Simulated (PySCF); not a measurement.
# BClF2: a look at the electrons

For BClF2, the scripts below analyse its density (charges, bond critical points, surface potential), see where an electron leaves and enters and measure its response to a uniform field.

Program: PySCF 2.14.0. Level of theory: levels as typed in each script, gas phase, geometry from GFN2-xTB. These are calculated values, not measurements.

### Step 1. Where the work starts

SMILES `FB(F)Cl`, 4 atoms, charge 0, spin multiplicity 1.

Bond lengths: F1–B2 1.313 Å, B2–F3 1.313 Å, B2–Cl4 1.694 Å. Angles: F1–B2–F3 115.8°, F1–B2–Cl4 122.1°, F3–B2–Cl4 122.1°.

Geometry (Å):

```
F     1.10377   -1.11249    0.00000
B     0.40593   -0.00004    0.00000
F     1.10444    1.11220    0.00000
Cl   -1.28844    0.00017    0.00000
```

### Step 2. Density, bond paths and surface potential (B3LYP/def2-svpd)

input.py

```python
import numpy as np
from pyscf import gto, scf, dft
from pyscf.scf import atom_ks, atom_hf
from scipy.linalg import block_diag

def solve(mol, dm0=None, hcore=None):
    mf = (dft.UKS if mol.spin else dft.RKS)(mol, xc='b3lyp')
    mf.grids.level = 3
    mf = mf.density_fit(auxbasis='def2-universal-jkfit')
    mf.conv_tol, mf.max_cycle = 1e-8, 80
    if hcore is not None:
        mf.get_hcore = lambda *args: hcore
    mf.kernel(dm0)
    if not mf.converged:
        mf = mf.newton().run(mf.mo_coeff, mf.mo_occ, max_cycle=30)
    assert mf.converged, 'SCF not converged'
    return mf

mol = gto.M(atom='''
F      1.10377    -1.11249     0.00000
B      0.40593    -0.00004     0.00000
F      1.10444     1.11220     0.00000
Cl    -1.28844     0.00017     0.00000
''', basis='def2-svpd', charge=0, spin=0, verbose=4)
mf = solve(mol)
mf.analyze()
# spherically averaged free atoms, for the promolecule
atm = atom_ks.get_atm_nrks(mol, xc='b3lyp')
pro = block_diag(*[(atm[a[0]][2] * atm[a[0]][3]) @ atm[a[0]][2].T for a in mol._atom])
np.savez('result.npz', e=mf.e_tot, c=mf.mo_coeff, occ=mf.mo_occ, eps=mf.mo_energy, pro=pro, dip=mf.dip_moment(verbose=0), s2=mf.spin_square()[0])
```

On the command line:

```console
$ OMP_NUM_THREADS=1 python input.py
```

### Step 4. Removing and adding an electron (B3LYP/def2-svpd)

input.py

```python
import numpy as np
from pyscf import gto, scf, dft
from pyscf.scf import atom_ks, atom_hf
from scipy.linalg import block_diag

def solve(mol, dm0=None, hcore=None):
    mf = (dft.UKS if mol.spin else dft.RKS)(mol, xc='b3lyp')
    mf.grids.level = 3
    mf = mf.density_fit(auxbasis='def2-universal-jkfit')
    mf.conv_tol, mf.max_cycle = 1e-8, 80
    if hcore is not None:
        mf.get_hcore = lambda *args: hcore
    mf.kernel(dm0)
    if not mf.converged:
        mf = mf.newton().run(mf.mo_coeff, mf.mo_occ, max_cycle=30)
    assert mf.converged, 'SCF not converged'
    return mf

mol = gto.M(atom='''
F      1.10377    -1.11249     0.00000
B      0.40593    -0.00004     0.00000
F      1.10444     1.11220     0.00000
Cl    -1.28844     0.00017     0.00000
''', basis='def2-svpd', charge=0, spin=0, verbose=4)
mf = solve(mol)
out = dict(e0=mf.e_tot, dm0=mf.make_rdm1(), c=mf.mo_coeff, occ=mf.mo_occ, eps=mf.mo_energy)
for name, dq, spin in [('cation', 1, 1)]:
    ion = mol.copy().set(charge=mol.charge + dq, spin=spin).build()
    mi = solve(ion)
    if spin and dq > 0 and mol.nao < 130:
        c, _, stable, _ = mi.stability(return_status=True)
        if not stable:
            mi = solve(ion, mi.make_rdm1(c, mi.mo_occ))
    print(name, 'vertical energy change / eV', (mi.e_tot - mf.e_tot) * 27.211386)
    out.update({'e_' + name: mi.e_tot, 'dm_' + name: mi.make_rdm1(), 's2_' + name: mi.spin_square()[0], 'eps_' + name: mi.mo_energy, 'occ_' + name: mi.mo_occ})
# spherically averaged free atoms, for the promolecule
atm = atom_ks.get_atm_nrks(mol, xc='b3lyp')
pro = block_diag(*[(atm[a[0]][2] * atm[a[0]][3]) @ atm[a[0]][2].T for a in mol._atom])
np.savez('result.npz', pro=pro, **out)
```

### Step 6. Response to an electric field (B3LYP/def2-svpd)

input.py

```python
import numpy as np
from pyscf import gto, scf, dft
from pyscf.scf import atom_ks, atom_hf
from scipy.linalg import block_diag

def solve(mol, dm0=None, hcore=None):
    mf = (dft.UKS if mol.spin else dft.RKS)(mol, xc='b3lyp')
    mf.grids.level = 3
    mf = mf.density_fit(auxbasis='def2-universal-jkfit')
    mf.conv_tol, mf.max_cycle = 1e-8, 80
    if hcore is not None:
        mf.get_hcore = lambda *args: hcore
    mf.kernel(dm0)
    if not mf.converged:
        mf = mf.newton().run(mf.mo_coeff, mf.mo_occ, max_cycle=30)
    assert mf.converged, 'SCF not converged'
    return mf

mol = gto.M(atom='''
F      1.10377    -1.11249     0.00000
B      0.40593    -0.00004     0.00000
F      1.10444     1.11220     0.00000
Cl    -1.28844     0.00017     0.00000
''', basis='def2-svpd', charge=0, spin=0, verbose=4)
field = np.array([0.004, 0.0, 0.0])  # atomic units
mol.set_common_orig(mol.atom_charges() @ mol.atom_coords() / mol.atom_charges().sum())
mf = solve(mol)
out = dict(dm0=mf.make_rdm1(), d0=mf.dip_moment(unit='AU'), e0=mf.e_tot)
for name, sign in (('p', 1), ('m', -1)):
    h = mf.get_hcore() + sign * np.einsum('x,xij->ij', field, mol.intor('int1e_r'))
    mi = solve(mol, mf.make_rdm1(), h)
    out.update({'dm' + name: mi.make_rdm1(), 'd' + name: mi.dip_moment(unit='AU'), 'e' + name: mi.e_tot})
# spherically averaged free atoms, for the promolecule
atm = atom_ks.get_atm_nrks(mol, xc='b3lyp')
pro = block_diag(*[(atm[a[0]][2] * atm[a[0]][3]) @ atm[a[0]][2].T for a in mol._atom])
np.savez('result.npz', pro=pro, **out)
```

(Steps that only read results are left out.)

What does the calculation give? Wanted: dipole moment; HOMO, LUMO; vertical ionisation energy; polarisability along the field.

The runs gave:

| quantity | value |
| --- | --- |
| dipole moment (B3LYP/def2-svpd) | 0.63 D |
| HOMO, LUMO (B3LYP/def2-svpd) | -9.87, -0.57 eV |
| vertical ionisation energy (B3LYP/def2-svpd) | 13.04 eV |
| polarisability along the field (B3LYP/def2-svpd) | 33.6 bohr³ |

In words: At B3LYP/def2-svpd: The highest Hirshfeld charge is on B2 (+0.31 e), the lowest on F1 and F3 (−0.14 e). The ionisation energy from two SCF runs, 13.04 eV, lies 3.2 eV above −ε(HOMO) = 9.87 eV of the same level, B3LYP/def2-svpd, since self-interaction lifts this functional's HOMO. The geometry was not optimised at these levels.
